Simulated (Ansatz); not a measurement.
**UPBE0/STO-3G run of CH2FO (SMILES [O]CF)**

What is the electronic atomisation energy of CH2FO at UPBE0/STO-3G? 

Program for the calculation: Ansatz 0.2.0.

56 further runs of the same task are left out: 56 set aside as unsound or not needed.

### 1 The molecule

The species is CH2FO (5 atoms), meant as a doublet with charge 0. As SMILES, `[O]CF`. Geometry: relaxed at PBE0-D4/def2-TZVP.

Bond lengths: O1–C2 1.303 Å, C2–F3 1.376 Å, C2–H4 1.109 Å, C2–H5 1.109 Å. Angles: O1–C2–F3 115.4°, O1–C2–H4 109.4°, O1–C2–H5 109.4°, F3–C2–H4 107.5°, F3–C2–H5 107.5°, H4–C2–H5 107.3°.

### 2 A single-point energy at UPBE0/STO-3G

Contents of job.yaml:

```yaml
crystal:
  periodic: [false, false, false]
  atoms:
    - {symbol: O, position_ang: [-1.122700, 0.202700, 0.610000]}
    - {symbol: C, position_ang: [-0.009600, -0.012300, -0.033000]}
    - {symbol: F, position_ang: [1.105500, -0.174700, 0.757200]}
    - {symbol: H, position_ang: [-0.112900, -0.924800, -0.655200]}
    - {symbol: H, position_ang: [0.189500, 0.835500, -0.720300]}
basis:
  gaussian: {orbitals: STO-3G}
magnetization: {spin_polarized: true, initial_magnetization: 1}
hamiltonian: {xc: {name: PBE0}}
accuracy: high
```

Run with:

```
$ ansatz run job.yaml --threads 1 --pin off --max-ram 2610MiB --events-out events.jsonl --progress --plain --runs-dir runs
```

Output:

```text
Warning: RAYON_NUM_THREADS=1 ignored (pool sized by the plan → 1); use --threads N
Functional definition: PBE0
  name "PBE0"
  parameter a = 0.25
  parameter kappa = 0.804
  parameter beta = 0.06672455060314922
  exchange = (1 - a)*pbe_x(kappa = kappa, mu = beta*pi^2/3) + a*exact_x
  correlation = pbe_c(beta = beta)
298 factors; integrals over basis functions are off by at most 3.5e-8 eV
mean field evaluation 1: about -5742.5201 eV, gradient 1.8e1 eV
mean field evaluation 2: about -5742.1003 eV, gradient 2.3e1 eV
mean field evaluation 4: about -5744.9507 eV, gradient 1.6e0 eV
mean field evaluation 8: about -5744.9771 eV, gradient 4.5e-2 eV
mean field evaluation 16: about -5744.9771 eV, gradient 5.1e-5 eV
mean field -5744.97711271 eV, -211.1240148068 hartree, gradient 1.7e-8 eV, S^2 0.752531; 2 other end points of the search recorded, 0 dependent functions left out
reference -5744.97711372 eV, -211.1240148438 hartree; 13, 12 occupied and 4, 5 virtual orbitals, 298 factors
Total energy: -5744.97711372 eV, -211.1240148438 hartree
```

Run time: 1.6 s. Hardware: 1 thread of Arm Neoverse V2, shared host; peak memory 0.12 GiB.

### 3 The C atom at the same level

Contents of job.yaml:

```yaml
crystal:
  periodic: [false, false, false]
  atoms:
    - {symbol: C, position_ang: [0.000000, 0.000000, 0.000000]}
basis:
  gaussian: {orbitals: STO-3G}
magnetization: {spin_polarized: true, initial_magnetization: 2}
hamiltonian: {xc: pbe0}
accuracy: high
```

Run the same way, it converges to -37.30347 Eh (log not shown).

### 4 The F atom, same level

Contents of in.yaml:

```yaml
crystal:
  periodic: [false, false, false]
  atoms:
    - symbol: F
      position_ang: [0.000000, 0.000000, 0.000000]
basis:
  gaussian:
    orbitals: STO-3G
magnetization:
  spin_polarized: true
  initial_magnetization: 1
hamiltonian:
  xc: {name: PBE0}
accuracy: high
```

Run the same way, it converges to -98.20282 Eh (log not shown).

### 5 The H atom, same level

Contents of run.yaml:

```yaml
crystal:
  periodic: [false, false, false]
  atoms:
    - symbol: H
      position_ang: [0.000000, 0.000000, 0.000000]
basis:
  gaussian:
    orbitals: STO-3G
accuracy: high
magnetization:
  spin_polarized: true
  initial_magnetization: 1
hamiltonian:
  xc: {name: PBE0}
```

Run the same way, it converges to -0.46651 Eh (log not shown).

### 6 The O atom at the same level

Contents of in.yaml:

```yaml
basis:
  gaussian:
    orbitals: STO-3G
crystal:
  periodic: [false, false, false]
  atoms:
    - {symbol: O, position_ang: [0.000000, 0.000000, 0.000000]}
magnetization:
  spin_polarized: true
  initial_magnetization: 2
hamiltonian:
  xc: pbe0
accuracy: high
```

Run the same way, it converges to -73.97643 Eh (log not shown).

### 7 Results

Level: UPBE0/STO-3G.

| quantity | value |
| --- | --- |
| molecule: total energy | -211.12401 Eh |
| molecule: ⟨S²⟩ | 0.753 |
| C atom: total energy | -37.30347 Eh |
| C atom: ⟨S²⟩ | 2.000 |
| F atom: total energy | -98.20282 Eh |
| F atom: ⟨S²⟩ | 0.750 |
| H atom: total energy | -0.46651 Eh |
| H atom: ⟨S²⟩ | 0.750 |
| O atom: total energy | -73.97643 Eh |
| O atom: ⟨S²⟩ | 2.000 |
| electronic atomisation energy | 19.273 eV |

Taking the molecule apart into free atoms costs 19.27 eV (444 kcal/mol), before zero-point energy and without spin-orbit coupling. In a minimal basis such a difference can be off by several eV, whatever the method.
